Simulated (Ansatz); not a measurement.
**C₂H₄BO+: one structure at several levels**

The task here is to estimate one member of a computed series from the others.

Program: Ansatz 0.2.0, Gaussian basis. Level of theory: single points in def2-TZVPP. These are calculated values, not measurements.

Cores are frozen in the correlated methods.

### The system as given

SMILES `C#CB[OH2+]`, 8 atoms, charge 1, spin multiplicity 1.

Atoms are counted from 1 here; the program's logs count them from 0.

Bond lengths: C1–C2 1.113 Å, C1–H5 1.052 Å, C2–B3 1.564 Å, B3–O4 1.437 Å, B3–H6 1.078 Å, O4–H7 0.892 Å, O4–H8 0.945 Å. Angles: C2–C1–H5 165.6°, C1–C2–B3 164.6°, C2–B3–O4 120.6°, C2–B3–H6 123.2°, O4–B3–H6 114.9°, B3–O4–H7 115.9°, B3–O4–H8 127.0°, H7–O4–H8 116.8°.

Coordinates:

| atom | x (Å) | y (Å) | z (Å) |
| --- | --- | --- | --- |
| C1 | 0.2801 | 1.7749 | -1.2342 |
| C2 | -0.0077 | 0.9970 | -0.4914 |
| B3 | -0.0329 | -0.0100 | 0.7055 |
| O4 | -0.0776 | -1.4267 | 0.4677 |
| H5 | 0.2977 | 2.4920 | -2.0044 |
| H6 | -0.2336 | 0.2858 | 1.7226 |
| H7 | 0.0761 | -1.6864 | -0.3716 |
| H8 | -0.3150 | -2.1007 | 1.0864 |

The first run:

run/in.yaml reads:

```yaml
crystal:
  periodic: [false, false, false]
  atoms:
    - {symbol: C, position_ang: [0.280100, 1.774900, -1.234200]}
    - {symbol: C, position_ang: [-0.007700, 0.997000, -0.491400]}
    - {symbol: B, position_ang: [-0.032900, -0.010000, 0.705500]}
    - {symbol: O, position_ang: [-0.077600, -1.426700, 0.467700]}
    - {symbol: H, position_ang: [0.297700, 2.492000, -2.004400]}
    - {symbol: H, position_ang: [-0.233600, 0.285800, 1.722600]}
    - {symbol: H, position_ang: [0.076100, -1.686400, -0.371600]}
    - {symbol: H, position_ang: [-0.315000, -2.100700, 1.086400]}
basis:
  gaussian: {orbitals: def2-TZVPP}
total_charge: 1
correlation: {method: ccsd_t}
output: {forces: true}
```

No record of the launch command was kept for these runs.

Among the steps run: CCSD(T)/def2-TZVPP; PBE0-D4/def2-TZVPP; wB97M-V/def2-TZVPP; r2SCAN-D4/def2-TZVPP; PBE-D4/def2-TZVPP; CAM-B3LYP-D4/def2-TZVPP; r2SCANh-D4/def2-TZVPP.

One of the session's tables, all rows but one given; the rest of the session is left out.

```
      method  RMS force component (eV/Å)  angle to CCSD(T) forces (°)
     CCSD(T)                       4.693                    reference
     PBE0-D4                       4.430                          2.5
     wB97M-V                       4.332                          2.4
   r2SCAN-D4                           ?                            ?
      PBE-D4                       4.708                          2.4
CAM-B3LYP-D4                       4.245                          3.8
  r2SCANh-D4                       4.427                          2.1
```

**Question.** Estimate the row for r2SCAN-D4.

**Answer.** RMS force component (eV/Å): 4.511; angle to CCSD(T) forces (°): 1.9. In the column «RMS force component (eV/Å)» it lies between PBE0-D4 (4.430) and CCSD(T) (4.693).
